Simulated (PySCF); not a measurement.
# C6H6ClNSe: vibronic structure

What do calculations give for the vibronic structure of C6H6ClNSe (`C=CCc1cnc(Cl)[se]1`)?

Computed with PySCF 2.14.0 and routines of our own; the level stands in each step. Atoms count from 0.

## 1. The system as given

15 atoms, charge 0, multiplicity 1; geometry from: GFN2-xTB.

## 2. Vibronic structure: TDA HF/6-31G*

The job: settings as JSON, then the geometry in Å.

```
{"job": {"kind": "vib", "xc": "HF", "basis": "6-31G*", "tda": true}, "charge": 0, "multiplicity": 1}
C     -2.652627     0.015475     0.704548
C     -1.632011    -0.709387     0.292256
C     -0.766350    -0.365775    -0.885381
C      0.627575    -0.085270    -0.426273
C      1.291193     1.098216    -0.500859
N      2.547315     1.164954     0.004205
C      2.952461     0.064814     0.504366
Cl     4.471554    -0.140685     1.209894
Se     1.707756    -1.379006     0.421356
H     -3.237611    -0.262092     1.564406
H     -2.951286     0.916830     0.194479
H     -1.336835    -1.609256     0.820662
H     -0.759838    -1.209058    -1.583892
H     -1.154913     0.513879    -1.400978
H      0.889206     1.994351    -0.940702
```

Level: TDA HF/6-31G* vertical-gradient vibronic structure (displaced harmonic oscillators, Condon), gas phase.

Command:

```console
$ OMP_NUM_THREADS=1 python excited_run.py task.json out
```

This one command runs all jobs of the session in turn.

Standard output:

```text
final grid: 64680 points
cycle   1  E = -3143.9547505117  dE =  1.711e+00  |g| = 6.585e-01  |ddm| = 4.022e+00
cycle   2  E = -3144.0607734512  dE = -1.060e-01  |g| = 4.179e-01  |ddm| = 1.037e+00
cycle   3  E = -3144.1017686231  dE = -4.100e-02  |g| = 9.055e-02  |ddm| = 4.483e-01
cycle   4  E = -3144.1055621965  dE = -3.794e-03  |g| = 3.398e-02  |ddm| = 1.944e-01
cycle   5  E = -3144.1059960488  dE = -4.339e-04  |g| = 1.072e-02  |ddm| = 5.204e-02
cycle   6  E = -3144.1060989982  dE = -1.029e-04  |g| = 5.510e-03  |ddm| = 3.012e-02
cycle   7  E = -3144.1061213472  dE = -2.235e-05  |g| = 2.033e-03  |ddm| = 1.345e-02
cycle   8  E = -3144.1061258523  dE = -4.505e-06  |g| = 8.465e-04  |ddm| = 7.110e-03
cycle   9  E = -3144.1061264020  dE = -5.498e-07  |g| = 3.984e-04  |ddm| = 2.108e-03
cycle  10  E = -3144.1061265394  dE = -1.374e-07  |g| = 1.619e-04  |ddm| = 1.150e-03
cycle  11  E = -3144.1061265635  dE = -2.412e-08  |g| = 6.202e-05  |ddm| = 4.595e-04
cycle  12  E = -3144.1061265682  dE = -4.654e-09  |g| = 2.168e-05  |ddm| = 2.248e-04
cycle  13  E = -3144.1061265687  dE = -5.457e-10  |g| = 8.925e-06  |ddm| = 7.787e-05
converged SCF energy = -3144.1061265687

Singlet excitations (eV, f): 5.386 (0.0002)  5.722 (0.2504)  6.355 (0.0018)  6.380 (0.0002)  6.865 (0.0798)  7.814 (0.0001)

State S1  5.3858 eV  f = 0.00022  H->L+1 0.59, H-1->L+1 0.23, H-2->L+1 0.12
  relaxed dipole 2.389 D, largest gradient of the excitation energy 0.1138 Eh/bohr
  mode    cm-1        S   lambda/meV  Raman
   11    473.7    7.5797     445.1   1.000
   10    466.9    4.8263     279.4   0.619
    5    196.5    4.1347     100.7   0.094
    7    320.7    2.3291      92.6   0.141
   14    621.9    0.9333      72.0   0.212
   15    712.8    0.6428      56.8   0.192
    8    369.7    0.9904      45.4   0.080
    9    417.5    0.8278      42.9   0.085
   18    902.0    0.2200      24.6   0.105
    4    162.7    1.0984      22.2   0.017
   12    536.3    0.2211      14.7   0.037
   13    543.2    0.1836      12.4   0.032
  reorganisation energy 1.2473 eV, total S 24.371, 0-0 4.1386 eV

State S2  5.7221 eV  f = 0.25038  H->L 0.85
  relaxed dipole 3.473 D, largest gradient of the excitation energy 0.1080 Eh/bohr
  mode    cm-1        S   lambda/meV  Raman
   31   1498.3    3.0347     563.7   1.000
   11    473.7    1.0418      61.2   0.034
   27   1273.6    0.2908      45.9   0.069
   24   1147.2    0.2745      39.0   0.053
    7    320.7    0.6948      27.6   0.010
   10    466.9    0.4419      25.6   0.014
   14    621.9    0.2984      23.0   0.017
    5    196.5    0.8589      20.9   0.005
   28   1296.7    0.1156      18.6   0.029
   22   1070.0    0.1288      17.1   0.022
   26   1249.6    0.0781      12.1   0.018
    8    369.7    0.2230      10.2   0.004
  reorganisation energy 0.8965 eV, total S 8.024, 0-0 4.8256 eV
  absorption maximum 5.656 eV, width 0.887 eV

State S5  6.8655 eV  f = 0.07978  H-1->L 0.49, H-2->L 0.32
  relaxed dipole 3.672 D, largest gradient of the excitation energy 0.0644 Eh/bohr
  mode    cm-1        S   lambda/meV  Raman
   31   1498.3    1.0271     190.8   1.000
   12    536.3    0.8544      56.8   0.107
   32   1540.5    0.1330      25.4   0.137
   27   1273.6    0.1441      22.8   0.101
   28   1296.7    0.0750      12.1   0.055
   26   1249.6    0.0740      11.5   0.050
   23   1121.0    0.0678       9.4   0.037
   13    543.2    0.1074       7.2   0.014
   14    621.9    0.0632       4.9   0.011
    8    369.7    0.0943       4.3   0.006
    4    162.7    0.1486       3.0   0.002
   19    911.7    0.0242       2.7   0.009
  reorganisation energy 0.3629 eV, total S 3.012, 0-0 6.5026 eV
  absorption maximum 6.755 eV, width 0.578 eV

State T1  2.9381 eV  f = 0.00000  H->L 0.78
  relaxed dipole 3.293 D, largest gradient of the excitation energy 0.1198 Eh/bohr
  mode    cm-1        S   lambda/meV  Raman
   31   1498.3    3.9768     738.7   1.000
   24   1147.2    0.3059      43.5   0.045
   11    473.7    0.6489      38.1   0.016
   22   1070.0    0.2543      33.7   0.033
   27   1273.6    0.2037      32.2   0.037
   28   1296.7    0.1155      18.6   0.022
    7    320.7    0.3113      12.4   0.004
    5    196.5    0.4948      12.1   0.002
   23   1121.0    0.0673       9.4   0.009
   14    621.9    0.1033       8.0   0.004
   10    466.9    0.1357       7.9   0.003
    8    369.7    0.1353       6.2   0.002
  reorganisation energy 1.0074 eV, total S 7.451, 0-0 1.9308 eV
  absorption maximum 2.885 eV, width 0.966 eV
```

Wall time 21 s (1 thread of Intel Xeon 6975P-C, shared host); peak memory 0.84 GiB.

## 3. Vibronic structure: TDA B97-D/3-21G

The job, as its differences from that of step 2:

```diff
@@ -1,2 +1,2 @@
-{"job": {"kind": "vib", "xc": "HF", "basis": "6-31G*", "tda": true}, "charge": 0, "multiplicity": 1}
+{"job": {"kind": "vib", "xc": "B97-D", "basis": "3-21G", "tda": true, "fwhm_ev": 0.08, "nstates": 10}, "charge": 0, "multiplicity": 1}
 C     -2.652627     0.015475     0.704548
```

Level: TDA B97-D/3-21G vertical-gradient vibronic structure (displaced harmonic oscillators, Condon), gas phase.

Standard output:

```text
final grid: 64680 points
cycle   1  E = -3134.4840264218  dE = -1.317e+00  |g| = 5.102e-01  |ddm| = 4.619e+00
cycle   2  E = -3134.2439227985  dE =  2.401e-01  |g| = 1.101e+00  |ddm| = 1.890e+00
cycle   3  E = -3134.5389887644  dE = -2.951e-01  |g| = 2.389e-01  |ddm| = 1.434e+00
cycle   4  E = -3134.5545093676  dE = -1.552e-02  |g| = 6.766e-02  |ddm| = 3.928e-01
cycle   5  E = -3134.5555188475  dE = -1.009e-03  |g| = 3.398e-02  |ddm| = 1.390e-01
cycle   6  E = -3134.5558454370  dE = -3.266e-04  |g| = 1.234e-02  |ddm| = 6.405e-02
cycle   7  E = -3134.5558842979  dE = -3.886e-05  |g| = 5.109e-03  |ddm| = 2.193e-02
cycle   8  E = -3134.5558915569  dE = -7.259e-06  |g| = 1.014e-03  |ddm| = 7.351e-03
cycle   9  E = -3134.5558917847  dE = -2.278e-07  |g| = 4.971e-04  |ddm| = 1.833e-03
cycle  10  E = -3134.5558918558  dE = -7.111e-08  |g| = 8.631e-05  |ddm| = 6.617e-04
cycle  11  E = -3134.5558918572  dE = -1.383e-09  |g| = 6.010e-05  |ddm| = 1.980e-04
cycle  12  E = -3134.5558918582  dE = -1.025e-09  |g| = 7.330e-06  |ddm| = 8.435e-05
cycle  13  E = -3134.5558918582  dE = -2.319e-11  |g| = 2.872e-06  |ddm| = 1.440e-05
converged SCF energy = -3134.5558918582

Singlet excitations (eV, f): 4.661 (0.0013)  4.735 (0.0097)  5.000 (0.0639)  5.057 (0.0038)  5.278 (0.0488)  5.402 (0.0111)  5.635 (0.0227)  5.712 (0.1725)  6.004 (0.0128)  6.055 (0.0553)

State S1  4.6608 eV  f = 0.00128  H->L+1 0.95
  relaxed dipole 3.266 D, largest gradient of the excitation energy 0.1011 Eh/bohr
  mode    cm-1        S   lambda/meV  Raman
   11    473.7    4.1458     243.5   1.000
   10    466.9    2.7939     161.7   0.655
    7    320.7    3.5808     142.4   0.396
    5    196.5    5.2625     128.2   0.219
    9    417.5    0.9701      50.2   0.182
    8    369.7    0.8794      40.3   0.129
   31   1498.3    0.1671      31.0   0.403
   24   1147.2    0.1193      17.0   0.169
    4    162.7    0.7178      14.5   0.020
   13    543.2    0.1825      12.3   0.058
   12    536.3    0.1406       9.3   0.043
   15    712.8    0.1017       9.0   0.056
  reorganisation energy 0.8888 eV, total S 20.011, 0-0 3.7721 eV

State S3  4.9998 eV  f = 0.06390  H->L 0.43, H-1->L+1 0.21, H-3->L 0.19
  relaxed dipole 4.074 D, largest gradient of the excitation energy 0.0367 Eh/bohr
  mode    cm-1        S   lambda/meV  Raman
   10    466.9    0.9386      54.3   0.363
    5    196.5    1.9388      47.2   0.133
   31   1498.3    0.2513      46.7   1.000
   11    473.7    0.4832      28.4   0.192
   13    543.2    0.4099      27.6   0.214
   33   1719.9    0.0905      19.3   0.475
    3     94.6    1.2944      15.2   0.021
   18    902.0    0.0786       8.8   0.113
   20    948.0    0.0548       6.4   0.087
   16    804.4    0.0563       5.6   0.065
    4    162.7    0.2404       4.8   0.011
   27   1273.6    0.0248       3.9   0.071
  reorganisation energy 0.2846 eV, total S 6.030, 0-0 4.7152 eV
  absorption maximum 4.939 eV, width 0.390 eV

State S8  5.7117 eV  f = 0.17250  H-3->L+1 0.23, H->L 0.21, H-3->L 0.18
  relaxed dipole 2.901 D, largest gradient of the excitation energy 0.0551 Eh/bohr
  mode    cm-1        S   lambda/meV  Raman
   13    543.2    1.2279      82.7   0.549
   31   1498.3    0.2938      54.6   1.000
    8    369.7    0.6371      29.2   0.132
    9    417.5    0.4585      23.7   0.121
   10    466.9    0.3917      22.7   0.129
   12    536.3    0.2951      19.6   0.129
    7    320.7    0.4823      19.2   0.075
    4    162.7    0.9029      18.2   0.036
   32   1540.5    0.0860      16.4   0.309
   11    473.7    0.2551      15.0   0.087
    5    196.5    0.3737       9.1   0.022
   15    712.8    0.0866       7.7   0.067
  reorganisation energy 0.3461 eV, total S 5.700, 0-0 5.3656 eV
  absorption maximum 5.658 eV, width 0.432 eV

State T1  3.4759 eV  f = 0.00000  H->L 0.97
  relaxed dipole 2.722 D, largest gradient of the excitation energy 0.0890 Eh/bohr
  mode    cm-1        S   lambda/meV  Raman
   31   1498.3    2.0628     383.2   1.000
   11    473.7    0.5349      31.4   0.026
   24   1147.2    0.1842      26.2   0.052
   27   1273.6    0.1443      22.8   0.051
   14    621.9    0.1810      14.0   0.015
    5    196.5    0.5545      13.5   0.005
    7    320.7    0.3366      13.4   0.007
   22   1070.0    0.0865      11.5   0.021
   10    466.9    0.1717       9.9   0.008
   28   1296.7    0.0565       9.1   0.021
   26   1249.6    0.0427       6.6   0.014
    9    417.5    0.0832       4.3   0.003
  reorganisation energy 0.5674 eV, total S 4.772, 0-0 2.9086 eV
  absorption maximum 3.341 eV, width 0.724 eV
```

Wall time 25 s (1 thread of Intel Xeon 6975P-C, shared host); peak memory 0.84 GiB.

## 4. Results

| quantity | value |
| --- | --- |
| S1: vertical, reorganisation, 0-0, total S (step 2, TDA HF/6-31G*, modes from GFN2-xTB) | 5.39, 1.25, 4.14 eV; 24.4 |
| S2: vertical, reorganisation, 0-0, total S (step 2, TDA HF/6-31G*, modes from GFN2-xTB) | 5.72, 0.90, 4.83 eV; 8.0 |
| S5: vertical, reorganisation, 0-0, total S (step 2, TDA HF/6-31G*, modes from GFN2-xTB) | 6.87, 0.36, 6.50 eV; 3.0 |
| S1: vertical, reorganisation, 0-0, total S (step 3, TDA B97-D/3-21G, modes from GFN2-xTB) | 4.66, 0.89, 3.77 eV; 20.0 |
| S3: vertical, reorganisation, 0-0, total S (step 3, TDA B97-D/3-21G, modes from GFN2-xTB) | 5.00, 0.28, 4.72 eV; 6.0 |
| S8: vertical, reorganisation, 0-0, total S (step 3, TDA B97-D/3-21G, modes from GFN2-xTB) | 5.71, 0.35, 5.37 eV; 5.7 |

Steps that list no spin-orbit terms leave them out, which matters at and beside the heavy atoms. In steps 2, 3 the harmonic model is doubtful. Where the total S runs above about 15, the geometry moves far on excitation and the harmonic model is stretched, so its 0-0 value is in doubt. The vibronic model keeps the ground-state modes (from xTB) and shifts them along the gradient alone, so it can miss much of the relaxation that a full optimisation finds.
